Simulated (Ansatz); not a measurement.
# Mn3SnN: the cost of one run

Computed with Ansatz 0.2.0 (DFT r2SCAN, scalar-relativistic, plane waves, PAW, unless a step's input says otherwise).

3 further runs of the same task are left out: 3 that didn't finish.

**1. The starting structure**

It takes space group Pm-3m (No. 221, cubic). Conventional cell: a = 4.060 Å, b = 4.060 Å, c = 4.060 Å, α = 90.00°, β = 90.00°, γ = 90.00°. Mn (site symmetry 4/mmm) has 2 N at 2.03 Å as nearest neighbours. Sn (site symmetry m-3m) has 12 Mn at 2.87 Å as nearest neighbours. N (site symmetry m-3m) is surrounded by 6 Mn at 2.03 Å.

Structure file:

```
CELL_PARAMETERS angstrom
4.06000 0.00000 0.00000
0.00000 4.06000 0.00000
0.00000 0.00000 4.06000
ATOMIC_POSITIONS crystal
Mn 0.00000 0.50000 0.50000
Mn 0.50000 0.00000 0.50000
Mn 0.50000 0.50000 0.00000
Sn 0.00000 0.00000 0.00000
N 0.50000 0.50000 0.50000
```

**2. Smearing: gaussian 0.02 eV**

input.yaml

```yaml
crystal:
  lattice:
    - [4.06, 0.0, 0.0]
    - [0.0, 4.06, 0.0]
    - [0.0, 0.0, 4.06]
  atoms:
    - { symbol: Mn, position: [0.0, 0.5, 0.5], spin: 3.41 }
    - { symbol: Mn, position: [0.5, 0.0, 0.5], spin: 3.41 }
    - { symbol: Mn, position: [0.5, 0.5, 0.0], spin: 3.41 }
    - { symbol: Sn, position: [0.0, 0.0, 0.0], spin: -0.12 }
    - { symbol: "N", position: [0.5, 0.5, 0.5] }
basis:
  ecutwfc: 500
kpoints:
  mp_grid: { grid: [10, 10, 10] }
hamiltonian:
  xc: r2scan
scf:
  occupations: { method: gaussian, width: 0.02 }
output:
  forces: true
  stress: true
  eigenvalues: true
  populations: true
magnetization:
  spin_polarized: true
```

Started as:

```
$ ansatz run input.yaml --threads 1 --pin off --max-ram 3072MiB --backend cpu --events-out ev --progress --plain --runs-dir out
```

Q: Estimate wall time and peak memory on 1 thread of Intel Xeon at 2.30GHz, shared host.

About 43 s, with a peak of 0.78 GiB.
